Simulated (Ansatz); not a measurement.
# Cu: an axial (c/a) deformation path

One table from this session's results is given with a row withheld; the runs are named, their logs left out.

Program: Ansatz 0.2.0. Level of theory: DFT PBEsol, scalar-relativistic, plane waves, PAW. These are calculated values, not measurements.

### The starting structure

It takes space group Cmcm (No. 63, orthorhombic). The conventional cell has a = 2.437 Å, b = 7.953 Å, c = 2.475 Å, α = 90.00°, β = 90.00°, γ = 90.00°. Cu (site symmetry m2m) has 10 Cu at 2.44 to 2.54 Å in its first shell of neighbours.

Structure file:

```cif
data_structure
_symmetry_space_group_name_H-M 'P 1'
_symmetry_Int_Tables_number 1
_cell_length_a 4.1589
_cell_length_b 4.1589
_cell_length_c 2.4755
_cell_angle_alpha 90.000
_cell_angle_beta 90.000
_cell_angle_gamma 145.927
_cell_volume 23.99
loop_
_atom_site_label
_atom_site_type_symbol
_atom_site_fract_x
_atom_site_fract_y
_atom_site_fract_z
_atom_site_occupancy
Cu1 Cu 0.13387 0.86613 0.25000 1
Cu2 Cu 0.86613 0.13387 0.75000 1
```

It goes back to an entry of the Materials Project, which need not be the stable form.

The cell is taken as given, not relaxed at this level.

Set-up of the first run:

input.yaml reads:

```yaml
crystal:
  lattice:
    - [1.21846369, -3.9763780104, 0.0]
    - [1.21846369, 3.9763780104, 0.0]
    - [0.0, 0.0, 2.4754955235]
  atoms:
    - { symbol: Cu, position: [0.13386665, 0.86613335, 0.25] }
    - { symbol: Cu, position: [0.86613335, 0.13386665, 0.75] }
basis:
  ecutwfc: 420
kpoints:
  mp_grid: { grid: [22, 22, 22] }
hamiltonian:
  xc: pbesol
scf:
  occupations: { method: gaussian, width: 0.15 }
output:
  forces: true
  stress: true
  eigenvalues: true
```

Run with:

```sh
$ ansatz run input.yaml --threads 1 --pin off --max-ram 2560MiB --backend cpu --events-out ev --progress --plain --runs-dir out
```

Steps of the session up to this table: The reference: the undisturbed cell on the scan's mesh; Point ρ = 0.850; ρ = 1.200; At ρ = 0.920; Point ρ = 1.100; Point ρ = 0.960; ρ = 1.050; At ρ = 0.800; Point ρ = 1.300.

One of the session's tables, all rows but one given; the rest of the session is left out.

The scan, with free energies counted from the undisturbed cell:

| ρ | ΔE (meV/atom) | pressure (GPa) |
| --- | --- | --- |
| 0.800 | 352.0 | 11.8 |
| 0.850 | 169.3 | 5.2 |
| 0.920 | 39.1 | 0.3 |
| 0.960 | ? | ? |
| 1.000 | 0.0 | -1.5 |
| 1.050 | 9.9 | -1.3 |
| 1.100 | 36.1 | -0.4 |
| 1.200 | 114.4 | 2.6 |
| 1.300 | 210.0 | 6.3 |

Q: Estimate the row for ρ = 0.960 from the others.

Worked estimate for «ΔE (meV/atom)». A straight line through the neighbours (0.920, 39.1) and (1.000, 0.0) gives 39.1 + (0.0 − 39.1) × (0.960 − 0.920) / (1.000 − 0.920) = 19.6; a parabola fitted to 4 rows on both sides gives 6.8.

The run gave: ΔE (meV/atom): 8.7; pressure (GPa): -1.0. In «ΔE (meV/atom)» the line misses by +10.9 and the parabola by -1.9.
